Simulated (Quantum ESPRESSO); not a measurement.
# TaWC2 (R-3m) in Quantum ESPRESSO: further runs

The runs below take TaWC2 through Wannier functions, with LDA.

All numbers are computed with Quantum ESPRESSO 7.5; they aren't measurements. Logs are shortened: lines on timing, memory, paths and dates and some standing lists are left out, and cuts for length are marked.

### 1 The structure

Symmetry: R-3m, No. 166, trigonal system. The conventional cell has a = 3.144 Å, b = 3.144 Å, c = 15.305 Å, α = 90.00°, β = 90.00°, γ = 120.00°. W (site symmetry -3m) is surrounded by 6 C at 2.21 Å. Ta (site symmetry -3m) has 6 C at 2.23 Å as nearest neighbours. C (site symmetry 3m) is surrounded by 3 W at 2.21 Å and 3 Ta at 2.23 Å.

The cell comes from a database or a generator and needn't be the stable form of this composition.

### 2 Wannier functions, LDA

pw.in

```
&CONTROL
  calculation = 'scf'
  prefix = 'pwscf'
  outdir = './tmp'
  pseudo_dir = './pseudo'
  tprnfor = .true.
  tstress = .true.
  disk_io = 'low'
/
&SYSTEM
  ibrav = 0
  celldm(1) = 8
  nat = 4
  ntyp = 3
  ecutwfc = 56
  ecutrho = 448
  nbnd = 25
  occupations = 'smearing'
  smearing = 'fd'
  degauss = 0.00367493
/
&ELECTRONS
  conv_thr = 8d-10
  electron_maxstep = 120
  mixing_beta = 0.5
/
ATOMIC_SPECIES
W    183.8400 w_lda_v1.2.uspp.F.UPF
Ta   180.9479 ta_lda_v1.uspp.F.UPF
C     12.0110 c_lda_v1.2.uspp.F.UPF
CELL_PARAMETERS alat
  0.3712969667141   0.2143684036751   1.2050829964868
 -0.3712969667141   0.2143684036751   1.2050829964868
  0.0000000000000  -0.4287368073738   1.2050829964868
ATOMIC_POSITIONS crystal
W      0.0000000000    0.0000000000    0.0000000000
Ta     0.5000000000    0.5000000000    0.5000000000
C      0.2509330000    0.2509330000    0.2509330000
C      0.7490670000    0.7490670000    0.7490670000
K_POINTS automatic
8 8 8 0 0 0
```

nscf.in

```
&CONTROL
  calculation = 'nscf'
  prefix = 'pwscf'
  outdir = './tmp'
  pseudo_dir = './pseudo'
  disk_io = 'low'
/
&SYSTEM
  ibrav = 0
  celldm(1) = 8
  nat = 4
  ntyp = 3
  ecutwfc = 56
  ecutrho = 448
  nbnd = 47
  occupations = 'smearing'
  smearing = 'fd'
  degauss = 0.00367493
  nosym = .true.
  noinv = .true.
/
&ELECTRONS
  conv_thr = 1d-09
  electron_maxstep = 120
  mixing_beta = 0.5
  diago_full_acc = .true.
  startingwfc = 'random'
/
ATOMIC_SPECIES
W    183.8400 w_lda_v1.2.uspp.F.UPF
Ta   180.9479 ta_lda_v1.uspp.F.UPF
C     12.0110 c_lda_v1.2.uspp.F.UPF
CELL_PARAMETERS alat
  0.3712969667141   0.2143684036751   1.2050829964868
 -0.3712969667141   0.2143684036751   1.2050829964868
  0.0000000000000  -0.4287368073738   1.2050829964868
ATOMIC_POSITIONS crystal
W      0.0000000000    0.0000000000    0.0000000000
Ta     0.5000000000    0.5000000000    0.5000000000
C      0.2509330000    0.2509330000    0.2509330000
C      0.7490670000    0.7490670000    0.7490670000
K_POINTS crystal
216
  0.00000000   0.00000000   0.00000000 4.62962963e-03
  0.00000000   0.00000000   0.16666667 4.62962963e-03
  0.00000000   0.00000000   0.33333333 4.62962963e-03
  0.00000000   0.00000000   0.50000000 4.62962963e-03
  0.00000000   0.00000000   0.66666667 4.62962963e-03
  0.00000000   0.00000000   0.83333333 4.62962963e-03
[... 208 lines left out ...]
  0.83333333   0.83333333   0.66666667 4.62962963e-03
  0.83333333   0.83333333   0.83333333 4.62962963e-03
```

pw2wan.in

```
&INPUTPP
  prefix = 'pwscf'
  outdir = './tmp'
  seedname = 'w'
  write_mmn = .true.
  write_amn = .true.
/
```

bands.in

```
&CONTROL
  calculation = 'bands'
  prefix = 'pwscf'
  outdir = './tmp'
  pseudo_dir = './pseudo'
  disk_io = 'low'
/
&SYSTEM
  ibrav = 0
  celldm(1) = 8
  nat = 4
  ntyp = 3
  ecutwfc = 56
  ecutrho = 448
  nbnd = 47
  occupations = 'smearing'
  smearing = 'fd'
  degauss = 0.00367493
/
&ELECTRONS
  conv_thr = 1d-08
  electron_maxstep = 120
  mixing_beta = 0.5
  diago_full_acc = .true.
  startingwfc = 'random'
/
ATOMIC_SPECIES
W    183.8400 w_lda_v1.2.uspp.F.UPF
Ta   180.9479 ta_lda_v1.uspp.F.UPF
C     12.0110 c_lda_v1.2.uspp.F.UPF
CELL_PARAMETERS alat
  0.3712969667141   0.2143684036751   1.2050829964868
 -0.3712969667141   0.2143684036751   1.2050829964868
  0.0000000000000  -0.4287368073738   1.2050829964868
ATOMIC_POSITIONS crystal
W      0.0000000000    0.0000000000    0.0000000000
Ta     0.5000000000    0.5000000000    0.5000000000
C      0.2509330000    0.2509330000    0.2509330000
C      0.7490670000    0.7490670000    0.7490670000
K_POINTS crystal
63
  0.00000000   0.00000000   0.00000000 1
  0.05555600   0.00000000   0.00000000 1
  0.11111100   0.00000000   0.00000000 1
  0.16666700   0.00000000   0.00000000 1
  0.22222200   0.00000000   0.00000000 1
  0.27777800   0.00000000   0.00000000 1
[... 55 lines left out ...]
  0.70815800   0.22925400   0.22925400 1
  0.81223800   0.34388100   0.34388100 1
```

w.win

```
num_wann = 26
num_bands = 39
guiding_centres = true
dis_froz_max = 21.34
dis_num_iter = 600
dis_mix_ratio = 0.5
dis_conv_tol = 1.0d-9
num_iter = 1200
search_shells = 100
kmesh_tol = 1.0d-4
conv_tol = 1.0d-8
conv_window = 4
num_print_cycles = 200
fermi_energy = 20.3361
bands_plot = true
write_hr = true
mp_grid = 6 6 6
exclude_bands = 1-8
begin projections
W: s;p;d
Ta: s;p;d
C: s;p
end projections
begin unit_cell_cart
ang
  1.5718551461   0.9075109917   5.1016196719
 -1.5718551461   0.9075109917   5.1016196719
  0.0000000000  -1.8150219835   5.1016196719
end unit_cell_cart
begin atoms_frac
W    0.0000000000   0.0000000000   0.0000000000
Ta   0.5000000000   0.5000000000   0.5000000000
C    0.2509330000   0.2509330000   0.2509330000
C    0.7490670000   0.7490670000   0.7490670000
end atoms_frac
begin kpoint_path
G   0.0000000000   0.0000000000   0.0000000000  L   0.5000000000   0.0000000000   0.0000000000
L   0.5000000000   0.0000000000   0.0000000000  B1   0.5000000000   0.1877624847  -0.1877624847
B   0.8122375153   0.5000000000   0.1877624847  Z   0.5000000000   0.5000000000   0.5000000000
Z   0.5000000000   0.5000000000   0.5000000000  G   0.0000000000   0.0000000000   0.0000000000
G   0.0000000000   0.0000000000   0.0000000000  X   0.3438812424   0.0000000000  -0.3438812424
Q   0.6561187576   0.3438812424   0.0000000000  F   0.5000000000   0.5000000000   0.0000000000
F   0.5000000000   0.5000000000   0.0000000000  P1   0.6561187576   0.6561187576   0.1877624847
P1   0.6561187576   0.6561187576   0.1877624847  Z   0.5000000000   0.5000000000   0.5000000000
L   0.5000000000   0.0000000000   0.0000000000  P   0.8122375153   0.3438812424   0.3438812424
end kpoint_path
bands_num_points = 9
begin kpoints
  0.00000000   0.00000000   0.00000000
  0.00000000   0.00000000   0.16666667
  0.00000000   0.00000000   0.33333333
  0.00000000   0.00000000   0.50000000
  0.00000000   0.00000000   0.66666667
  0.00000000   0.00000000   0.83333333
[... 208 lines left out ...]
  0.83333333   0.83333333   0.66666667
  0.83333333   0.83333333   0.83333333
end kpoints
```

Potentials or basis: GBRV 1.5 LDA.

Launch:

```sh
$ OMP_NUM_THREADS=1 pw.x -in pw.in > pw.out
$ OMP_NUM_THREADS=1 pw.x -in nscf.in > nscf.out
$ wannier90.x -pp w
$ OMP_NUM_THREADS=1 pw2wannier90.x -in pw2wan.in > pw2wan.out
$ wannier90.x w
$ OMP_NUM_THREADS=1 pw.x -in bands.in > bands.out
```

pw.out:

```text
This program is part of the open-source Quantum ESPRESSO suite
     for quantum simulation of materials; please cite
[... 9 lines left out ...]
     --------------------
     sticks:   dense  smooth     PW     G-vecs:    dense   smooth      PW
     Sum        2069    1045    331                47057    16731    3045

     Using Slab Decomposition

     bravais-lattice index     =            0
     lattice parameter (alat)  =       8.0000  a.u.
     unit-cell volume          =     294.6594 (a.u.)^3
     number of atoms/cell      =            4
     number of atomic types    =            3
     number of electrons       =        35.00
     number of Kohn-Sham states=           25
     kinetic-energy cutoff     =      56.0000  Ry
     charge density cutoff     =     448.0000  Ry
     scf convergence threshold =      8.0E-10
     mixing beta               =       0.5000
     number of iterations used =            8  plain     mixing
     Exchange-correlation= SLA  PZ   NOGX NOGC
                           (   1   1   0   0   0   0   0)

     celldm(1)=   8.000000  celldm(2)=   0.000000  celldm(3)=   0.000000
     celldm(4)=   0.000000  celldm(5)=   0.000000  celldm(6)=   0.000000

     crystal axes: (cart. coord. in units of alat)
               a(1) = (   0.371297   0.214368   1.205083 )
               a(2) = (  -0.371297   0.214368   1.205083 )
               a(3) = (   0.000000  -0.428737   1.205083 )

     reciprocal axes: (cart. coord. in units 2 pi/alat)
               b(1) = (  1.346631  0.777478  0.276606 )
               b(2) = ( -1.346631  0.777478  0.276606 )
               b(3) = (  0.000000 -1.554956  0.276606 )

     PseudoPot. # 1 for W  read from file:
     w_lda_v1.2.uspp.F.UPF
     Pseudo is Ultrasoft + core correction, Zval = 14.0
     Generated by new atomic code, or converted to UPF format
     Using radial grid of  923 points,  8 beta functions with:
                l(1) =   0
                l(2) =   0
                l(3) =   0
                l(4) =   1
                l(5) =   1
                l(6) =   2
                l(7) =   2
                l(8) =   3
     Q(r) pseudized with  6 coefficients,  rinner =    1.350   1.350   1.350
                                                       1.350   1.350   1.350
                                                       1.350

     PseudoPot. # 2 for Ta read from file:
     ta_lda_v1.uspp.F.UPF
     Pseudo is Ultrasoft + core correction, Zval = 13.0
     Generated by new atomic code, or converted to UPF format
     Using radial grid of  921 points,  7 beta functions with:
                l(1) =   0
                l(2) =   0
                l(3) =   1
                l(4) =   1
                l(5) =   2
                l(6) =   2
                l(7) =   3
     Q(r) pseudized with  6 coefficients,  rinner =    1.300   1.300   1.300
                                                       1.300   1.300   1.300
                                                       1.300

     PseudoPot. # 3 for C  read from file:
     c_lda_v1.2.uspp.F.UPF
     Pseudo is Ultrasoft + core correction, Zval =  4.0
     Generated by new atomic code, or converted to UPF format
     Using radial grid of  721 points,  4 beta functions with:
                l(1) =   0
                l(2) =   0
                l(3) =   1
                l(4) =   1
     Q(r) pseudized with  8 coefficients,  rinner =    1.100   1.100   1.100

     atomic species   valence    mass     pseudopotential
     W                14.00   183.84000     W ( 1.00)
     Ta               13.00   180.94790     Ta( 1.00)
     C                 4.00    12.01100     C ( 1.00)

     12 Sym. Ops., with inversion, found

   Cartesian axes

     site n.     atom                  positions (alat units)
         1        W      tau(   1) = (   0.0000000   0.0000000   0.0000000  )
         2        Ta     tau(   2) = (   0.0000000  -0.0000000   1.8076245  )
         3        C      tau(   3) = (   0.0000000  -0.0000000   0.9071853  )
         4        C      tau(   4) = (  -0.0000000  -0.0000000   2.7080637  )

     number of k points=    65  Fermi-Dirac smearing, width (Ry)=  0.0037
                       cart. coord. in units 2pi/alat
        k(    1) = (   0.0000000   0.0000000   0.0000000), wk =   0.0039062
        k(    2) = (   0.0000000  -0.1943694   0.0345758), wk =   0.0234375
        k(    3) = (   0.0000000  -0.3887389   0.0691515), wk =   0.0234375
        k(    4) = (   0.0000000  -0.5831083   0.1037273), wk =   0.0234375
        k(    5) = (   0.0000000   0.7774778  -0.1383031), wk =   0.0117188
        k(    6) = (  -0.1683289  -0.0971847   0.0691515), wk =   0.0234375
[... 57 lines left out ...]
        k(   64) = (   1.1783021   0.4859236  -0.1383031), wk =   0.0234375
        k(   65) = (  -0.0000000   0.0000000  -0.4149092), wk =   0.0039062

     Dense  grid:    47057 G-vectors     FFT dimensions: (  72,  72,  72)

     Smooth grid:    16731 G-vectors     FFT dimensions: (  50,  50,  50)

     Initial potential from superposition of free atoms

     starting charge      34.8987, renormalised to      35.0000

     negative rho (up, down):  1.529E-01 0.000E+00
     Starting wfcs are   34 randomized atomic wfcs

     Self-consistent Calculation

     iteration #  1     ecut=    56.00 Ry     beta= 0.50
     Davidson diagonalization with overlap
     ethr =  1.00E-02,  avg # of iterations =  2.0

     negative rho (up, down):  1.570E-01 0.000E+00

     total energy              =    -323.83906027 Ry
     estimated scf accuracy    <       1.16929839 Ry

     iteration #  2     ecut=    56.00 Ry     beta= 0.50
     Davidson diagonalization with overlap
     ethr =  3.34E-03,  avg # of iterations =  2.6
[... 69 lines left out ...]
     iteration # 10     ecut=    56.00 Ry     beta= 0.50
     Davidson diagonalization with overlap
     ethr =  3.64E-11,  avg # of iterations =  2.7

     negative rho (up, down):  1.640E-01 0.000E+00

     End of self-consistent calculation

          k = 0.0000 0.0000 0.0000 (  2099 PWs)   bands (ev):

   -54.9608 -48.6031 -19.2155 -19.0230 -19.0230 -15.2454 -14.8840 -14.8840
     5.2389   9.8122  11.1717  14.2838  14.2838  18.1626  18.1626  18.2932
    19.5612  19.5612  19.6192  20.1042  20.1042  22.2409  22.2409  23.2834
    25.4697

          k = 0.0000-0.1944 0.0346 (  2066 PWs)   bands (ev):

   -54.9579 -48.5984 -19.2032 -19.0808 -19.0364 -15.2356 -14.9685 -14.9032
     5.6278   9.4429  11.6410  14.4971  14.5351  16.8611  17.3872  17.5590
    18.3342  19.6131  20.3611  21.2538  21.7395  22.1459  22.8425  22.9521
    26.6750
[... 274 lines left out ...]
          k = 0.8416 0.0972-0.1729 (  2094 PWs)   bands (ev):

   -54.9385 -48.5681 -19.3420 -19.2360 -19.1283 -15.3305 -15.1871 -15.1591
     8.2355   8.9306  12.4509  13.9282  14.6979  15.0294  15.0744  15.8635
    19.3522  20.8924  21.3864  22.6434  23.0918  23.5123  25.3042  25.9040
    26.6677

          k = 0.8416-0.0972-0.1383 (  2100 PWs)   bands (ev):

   -54.9385 -48.5681 -19.3387 -19.2373 -19.1263 -15.3374 -15.1845 -15.1628
     8.6013   8.6144  13.1888  13.1986  14.7194  15.0178  15.1784  15.2684
    20.6061  21.0733  21.1997  21.6421  23.5174  23.5285  24.4163  25.1532
    26.9663

          k = 0.6733 0.3887-0.1729 (  2082 PWs)   bands (ev):

   -54.9406 -48.5714 -19.4122 -19.1375 -19.1148 -15.4278 -15.1651 -15.0110
     7.4898   9.6077  11.3287  14.4071  14.4340  15.1704  15.2034  17.8975
    18.2344  21.5849  21.7590  22.4417  22.6290  23.7241  23.9295  25.9405
    26.4187
[... 141 lines left out ...]
          k =-0.0000 0.0000-0.4149 (  2068 PWs)   bands (ev):

   -54.9608 -48.6032 -19.1970 -19.0228 -19.0228 -15.2810 -14.8846 -14.8846
     6.7296   6.9757  14.5881  14.8774  15.3701  15.3701  16.0238  16.0238
    19.3655  19.3655  20.5264  20.5264  20.5864  21.0707  25.1583  25.1583
    25.7607

     the Fermi energy is    20.3361 ev

!    total energy              =    -324.28355398 Ry
     estimated scf accuracy    <          4.0E-10 Ry
     smearing contrib. (-TS)   =      -0.00094240 Ry
     internal energy E=F+TS    =    -324.28261158 Ry

     The total energy is F=E-TS. E is the sum of the following terms:
     one-electron contribution =     -20.26161848 Ry
     hartree contribution      =      31.32964054 Ry
     xc contribution           =     -90.37660909 Ry
     ewald contribution        =    -244.97402454 Ry

     convergence has been achieved in  10 iterations

     negative rho (up, down):  1.640E-01 0.000E+00

     Forces acting on atoms (cartesian axes, Ry/au):

     atom    1 type  1   force =    -0.00000000   -0.00000000   -0.00000000
     atom    2 type  2   force =    -0.00000000   -0.00000000   -0.00000000
     atom    3 type  3   force =     0.00000000    0.00000000    0.00236361
     atom    4 type  3   force =    -0.00000000   -0.00000000   -0.00236361

     Total force =     0.003343     Total SCF correction =     0.000017

     Computing stress (Cartesian axis) and pressure

     negative rho (up, down):  1.640E-01 0.000E+00
          total   stress  (Ry/bohr**3)                   (kbar)     P=     -162.16
  -0.00114474   0.00000000  -0.00000000         -168.40        0.00       -0.00
   0.00000000  -0.00114474  -0.00000000            0.00     -168.40       -0.00
  -0.00000000  -0.00000000  -0.00101758           -0.00       -0.00     -149.69

=------------------------------------------------------------------------------=
   JOB DONE.
=------------------------------------------------------------------------------=
```

Run time: 27 min. Hardware: 1 thread of Arm Neoverse V2, shared host; peak memory 0.43 GiB.

Results:

* Free energy: -4412.1025 eV
* Pressure: -16.2 GPa
* Largest force: 0.061 eV/Å
* Band gap on the k mesh: none (metal or under the smearing width)
* Total Wannier spread: 29.06 Å² over 26 functions
* RMS miss of the Wannier bands: 0.008 eV

Forces in eV/Å, atoms in the order of the input:
```
W    0.000  0.000  0.000
Ta   0.000  0.000  0.000
C    0.000  0.000  0.061
C    0.000  0.000 -0.061
```

Levels at the corners of the path, in eV from the Fermi level:
```
point  band 14  band 15  band 16  band 17  band 18  band 19  band 20  band 21  band 22  band 23
    Γ    -2.17    -2.17    -2.04    -0.78    -0.78    -0.72    -0.23    -0.23     1.90     1.90
    L    -5.42    -4.80    -4.40    -1.27    -0.71     1.42     2.10     3.09     3.59     5.01
   B1    -5.30    -4.92    -4.90    -0.44    -0.09     1.18     2.18     2.93     3.00     5.35
    B    -5.30    -4.92    -4.90    -0.44    -0.09     1.18     2.18     2.93     3.00     5.35
    Z    -4.97    -4.31    -4.31    -0.97    -0.97     0.19     0.19     0.25     0.73     4.82
    Γ    -2.17    -2.17    -2.04    -0.78    -0.78    -0.72    -0.23    -0.23     1.90     1.90
    X    -5.29    -5.11    -4.79    -0.50     0.57     0.76     2.01     2.94     3.16     4.88
    Q    -5.29    -5.11    -4.79    -0.50     0.57     0.76     2.01     2.94     3.16     4.88
    F    -5.11    -5.04    -2.13    -2.07     1.18     1.61     1.78     2.51     3.42     3.58
   P1    -5.43    -5.08    -2.51    -2.16     1.18     1.36     2.07     2.27     3.41     3.56
    Z    -4.97    -4.31    -4.31    -0.97    -0.97     0.19     0.19     0.25     0.73     4.82
    L    -5.42    -4.80    -4.40    -1.27    -0.71     1.42     2.10     3.09     3.59     5.01
    P    -5.43    -5.08    -2.51    -2.16     1.18     1.36     2.07     2.27     3.41     3.56
```

Wannier functions:
```csv
function,nearest atom,distance (Å),spread (Å²),on-site energy from the reference level (eV)
1,1 W,0.83,1.48,5.88
2,1 W,0.88,1.45,5.82
3,1 W,0.82,1.51,5.96
4,1 W,0.83,1.48,5.88
5,1 W,0.88,1.45,5.82
6,1 W,0.00,0.99,1.10
7,1 W,0.00,0.95,1.39
8,1 W,0.82,1.51,5.99
9,1 W,0.00,1.13,0.12
10,2 Ta,0.78,1.51,5.78
11,2 Ta,0.91,1.46,6.27
12,2 Ta,0.77,1.47,5.43
13,2 Ta,0.78,1.52,5.84
14,2 Ta,0.91,1.46,6.28
15,2 Ta,0.02,1.00,2.87
16,2 Ta,0.02,1.00,2.91
17,2 Ta,0.77,1.47,5.44
18,2 Ta,0.78,1.51,5.79
19,3 C,0.36,0.59,0.04
20,3 C,0.36,0.59,-0.02
21,3 C,0.36,0.59,0.00
22,3 C,0.36,0.59,0.00
23,4 C,0.36,0.59,0.03
24,4 C,0.36,0.59,-0.03
25,4 C,0.36,0.59,0.00
26,4 C,0.36,0.59,0.01
```

Parts of the spread (Å²): invariant 23.36, diagonal 0.021, off-diagonal 5.68, total 29.06. Against the direct bands the interpolation misses by 8 meV (root mean square) and 89 meV at most, for states up to 1 eV over the reference level.

Caveat: spin-orbit coupling is left out, which moves the levels of the heavy elements; the Wannier minimisation didn't converge.

(Continued in part 2 of 2.)
